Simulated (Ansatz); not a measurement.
# P: levels of theory

Aim: for P, compare levels of theory.

Method: DFT LDA, scalar-relativistic, plane waves, PAW, and further levels as typed in the inputs, in Ansatz 0.2.0.

**1. The system as given**

The structure is orthorhombic, space group Cmce (No. 64). The conventional cell has a = 3.316 Å, b = 10.484 Å, c = 4.379 Å, α = 90.00°, β = 90.00°, γ = 90.00°. Around P (site symmetry m) lie 3 P at 2.22 to 2.24 Å.

As a file:

```
CELL_PARAMETERS angstrom
1.65820 -5.24200 0.00000
1.65820 5.24200 0.00000
0.00000 0.00000 4.37930
ATOMIC_POSITIONS crystal
P 0.89838 0.10162 0.08068
P 0.60162 0.39838 0.58068
P 0.10162 0.89838 0.91932
P 0.39838 0.60162 0.41932
```

The structure rests on an entry of the Crystallography Open Database; cell or positions may have been set otherwise for this series.

**2. Single point: P, no spin**

Contents of input.yaml:

```yaml
crystal:
  lattice:
    - [1.6582, -5.242, 0.0]
    - [1.6582, 5.242, 0.0]
    - [0.0, 0.0, 4.3793]
  atoms:
    - { symbol: P, position: [0.89838, 0.10162, 0.08068] }
    - { symbol: P, position: [0.60162, 0.39838, 0.58068] }
    - { symbol: P, position: [0.10162, 0.89838, 0.91932] }
    - { symbol: P, position: [0.39838, 0.60162, 0.41932] }
scf:
  occupations: { method: gaussian, width: 0.03 }
output:
  eigenstates:
    kpoints:
      - [0.0, 0.0, 0.0]
      - [-0.025, 0.025, 0.0]
      - [-0.05, 0.05, 0.0]
      - [-0.075, 0.075, 0.0]
      - [-0.1, 0.1, 0.0]
      - [-0.125, 0.125, 0.0]
      - [-0.15, 0.15, 0.0]
      - [-0.175, 0.175, 0.0]
      - [-0.2, 0.2, 0.0]
      - [-0.225, 0.225, 0.0]
      - [-0.25, 0.25, 0.0]
      - [-0.275, 0.275, 0.0]
      - [-0.3, 0.3, 0.0]
      - [-0.325, 0.325, 0.0]
      - [-0.35, 0.35, 0.0]
      - [-0.375, 0.375, 0.0]
      - [-0.4, 0.4, 0.0]
      - [-0.425, 0.425, 0.0]
      - [-0.45, 0.45, 0.0]
      - [-0.475, 0.475, 0.0]
      - [-0.5, 0.5, 0.0]
      - [0.006, 0.006, 0.0]
      - [0.012, 0.012, 0.0]
      - [0.018, 0.018, 0.0]
      - [0.024, 0.024, 0.0]
      - [0.03, 0.03, 0.0]
      - [0.036, 0.036, 0.0]
      - [0.042, 0.042, 0.0]
      - [0.048, 0.048, 0.0]
      - [0.0, 0.0, 0.008]
      - [0.0, 0.0, 0.016]
      - [0.0, 0.0, 0.024]
      - [0.0, 0.0, 0.032]
      - [0.0, 0.0, 0.04]
      - [0.0, 0.0, 0.048]
      - [0.0, 0.0, 0.056]
      - [0.0, 0.0, 0.064]
      - [-0.494, 0.506, 0.0]
      - [-0.488, 0.512, 0.0]
      - [-0.482, 0.518, 0.0]
      - [-0.476, 0.524, 0.0]
      - [-0.47, 0.53, 0.0]
      - [-0.464, 0.536, 0.0]
      - [-0.458, 0.542, 0.0]
      - [-0.452, 0.548, 0.0]
      - [-0.5, 0.5, 0.008]
      - [-0.5, 0.5, 0.016]
      - [-0.5, 0.5, 0.024]
      - [-0.5, 0.5, 0.032]
      - [-0.5, 0.5, 0.04]
      - [-0.5, 0.5, 0.048]
      - [-0.5, 0.5, 0.056]
      - [-0.5, 0.5, 0.064]
hamiltonian:
  xc: lda
kpoints:
  mp_grid: { grid: [10, 10, 8] }
```

Run with:

```
$ ansatz run input.yaml --threads 4 --pin off --max-ram 10240MiB --backend cpu --events-out ev --progress --plain --runs-dir out
```

Output, cut to the lines that bear on the results:

```text
Warning: RAYON_NUM_THREADS=4 ignored (pool sized by the plan → 4); use --threads N
[...]
Pseudopotentials: kind: paw
Pseudopotential: P, paw, valence charge 5, recommended cutoff 420 eV (normal), P.paw.azcp
Functional definition: SPW92
[...]
Crystal: 4 atoms, lattice volume = 76.132 Å³
Basis set: ecut = 420 eV, 1491 PW (Γ)
Bands: 14, of which v1, the nominal top of the filled ones, is band 10 counted from 1 (9 counted from 0)
Symmetry: 8 space group operations
Space group: Cmce (ITA 64), of the structure as read, at distance tolerance 4.2e-5 Å
k-points: 155 of 800
[...]
SCF iter   1: F=—  HF=-2903.784472 eV  |F-HF|=—  |Δ(HF+E_count)|=         —  Δρ=4.82e-3  dr2=9.32e-3  ethr=1.77e-3  ⟨swp⟩=8.1  Hψ=16412  notcnv=0
[...]
SCF iter   6: F=-2903.783053 eV  HF=-2903.783053 eV  |F-HF|=1.03e-9  |Δ(HF+E_count)|=   3.19e-8  Δρ=2.08e-6  dr2=2.59e-9  ethr=2.42e-10  ⟨swp⟩=2.3  Hψ=9473  notcnv=0
[...]
NSCF: frozen V_eff on 53 k-points
SCF converged after 6 iterations
Free energy (F): -2903.783053 eV
[...]
E sigma→0 (E₀):  -2903.782964 eV
Entropy (-TS):   -0.000179 eV (-0.045 meV/atom)
Fermi energy:    7.517092 eV
[...]
--- Band table (eV; the first three rows and the last of 155) ---
  k-point 0: bands = ["-8.3734", "-5.3257", "-2.0898", "0.4618", "2.4983", "2.8239", "3.4178", "4.5820", "4.8985", "6.0846", "8.1416", "8.4899", "9.2582", "10.4249"]
[...]
```

Run time: 4.7 s. Hardware: 4 threads of Intel Xeon Platinum 8259CL at 2.50GHz (Skylake/Cascade Lake), shared host; peak memory 0.48 GiB.

**3. Single point: PBE**

Edit input.yaml of step 2 so:

```diff
@@ -69,3 +69,3 @@
 hamiltonian:
-  xc: lda
+  xc: pbe
 kpoints:
```

Run with:

```
$ ansatz run input.yaml --threads 4 --pin off --max-ram 10240MiB --backend cpu --events-out ev --progress --plain --runs-dir out
```

Output, cut to the lines that bear on the results:

```text
Warning: RAYON_NUM_THREADS=4 ignored (pool sized by the plan → 4); use --threads N
[...]
[... 2 set-up lines as earlier in the session ...]
Functional definition: PBE
[...]
Crystal: 4 atoms, lattice volume = 76.132 Å³
Basis set: ecut = 420 eV, 1491 PW (Γ)
Bands: 14, of which v1, the nominal top of the filled ones, is band 10 counted from 1 (9 counted from 0)
[... 2 set-up lines as earlier in the session ...]
k-points: 155 of 800
[...]
SCF iter   1: F=—  HF=-3022.656524 eV  |F-HF|=—  |Δ(HF+E_count)|=         —  Δρ=2.05e-3  dr2=1.92e-3  ethr=1.77e-3  ⟨swp⟩=7.9  Hψ=16335  notcnv=0
[...]
SCF iter   7: F=-3022.656074 eV  HF=-3022.656074 eV  |F-HF|=2.97e-8  |Δ(HF+E_count)|=   6.38e-8  Δρ=4.92e-6  dr2=3.77e-8  ethr=5.00e-10  ⟨swp⟩=3.8  Hψ=7464  notcnv=0
[...]
NSCF: frozen V_eff on 53 k-points
SCF converged after 7 iterations
Free energy (F): -3022.656074 eV
[...]
E sigma→0 (E₀):  -3022.656018 eV
Entropy (-TS):   -0.000112 eV (-0.028 meV/atom)
Fermi energy:    7.757934 eV
[...]
--- Band table (eV; the first three rows and the last of 155) ---
  k-point 0: bands = ["-8.2061", "-5.1667", "-1.9198", "0.6789", "2.7150", "2.9983", "3.5994", "4.8062", "5.0827", "6.2866", "8.3964", "8.7543", "9.5193", "10.6491"]
[...]
```

Wall time 3.9 s (4 threads of Intel Xeon Platinum 8259CL at 2.50GHz (Skylake/Cascade Lake), shared host); peak memory 0.5 GiB.

**4. Single point: r2SCAN**

Edit input.yaml of step 3 so:

```diff
@@ -69,3 +69,3 @@
 hamiltonian:
-  xc: pbe
+  xc: r2scan
 kpoints:
```

Run with:

```
$ ansatz run input.yaml --threads 4 --pin off --max-ram 10240MiB --backend cpu --events-out ev --progress --plain --runs-dir out
```

Output, cut to the lines that bear on the results:

```text
Warning: RAYON_NUM_THREADS=4 ignored (pool sized by the plan → 4); use --threads N
[...]
[... 1 set-up line as earlier in the session ...]
Pseudopotential: P, paw, valence charge 5, recommended cutoff 500 eV (meta_gga), P.paw.azcp
Functional definition: r2SCAN
[...]
Crystal: 4 atoms, lattice volume = 76.132 Å³
Basis set: ecut = 500 eV, 1887 PW (Γ), exchange–correlation on 180×180×128 points (64 copies of the dense FFT grid, shifted against one another)
Bands: 14, of which v1, the nominal top of the filled ones, is band 10 counted from 1 (9 counted from 0)
[... 2 set-up lines as earlier in the session ...]
k-points: 155 of 800
[...]
SCF iter   1: F=—  HF=-3036.579392 eV  |F-HF|=—  |Δ(HF+E_count)|=         —  Δρ=4.53e-3  dr2=1.56e-2  dr2_τ=3.20e-2  ethr=1.77e-3  ⟨swp⟩=7.6  Hψ=16186  notcnv=0
[...]
SCF iter   6: F=-3036.613553 eV  HF=-3036.613553 eV  |F-HF|=2.90e-8  |Δ(HF+E_count)|=   6.60e-7  Δρ=7.75e-6  dr2=3.26e-8  dr2_τ=1.04e-9  ethr=5.00e-10  ⟨swp⟩=3.2  Hψ=10142  notcnv=0
[...]
NSCF: frozen V_eff on 53 k-points
SCF converged after 6 iterations
Free energy (F): -3036.613553 eV
[...]
E sigma→0 (E₀):  -3036.613553 eV
Entropy (-TS):   -0.000000 eV (-0.000 meV/atom)
Fermi energy:    7.789755 eV
[...]
--- Band table (eV; the first three rows and the last of 155) ---
  k-point 0: bands = ["-9.0406", "-5.8495", "-2.4202", "0.3010", "2.4539", "2.8154", "3.3031", "4.6340", "4.8672", "6.1608", "8.4622", "8.9326", "9.6981", "10.7781"]
[...]
```

It took 9.2 s on 4 threads of Intel Xeon Platinum 8259CL at 2.50GHz (Skylake/Cascade Lake), shared host; peak memory 0.75 GiB.

**5. Summary of results**

```
step   level  volume (Å³/atom)  pressure (GPa)  energy (eV)  gap on the mesh (eV)   time
   2     LDA             19.03             n/a    -2903.783                  0.00  4.7 s
   3     PBE             19.03             n/a    -3022.656                  0.02  3.9 s
   4  r2SCAN             19.03             n/a    -3036.614                  0.18  9.2 s
```

Totals of different systems or levels have different zeros; only balanced differences at one level mean anything.

In words: The gap on the mesh runs from none (metal) with LDA to 0.18 eV with r2SCAN.

Real P has a narrow gap, which semilocal functionals close or nearly close; near the undistorted cell a metallic reading is the functional's, not the solid's.
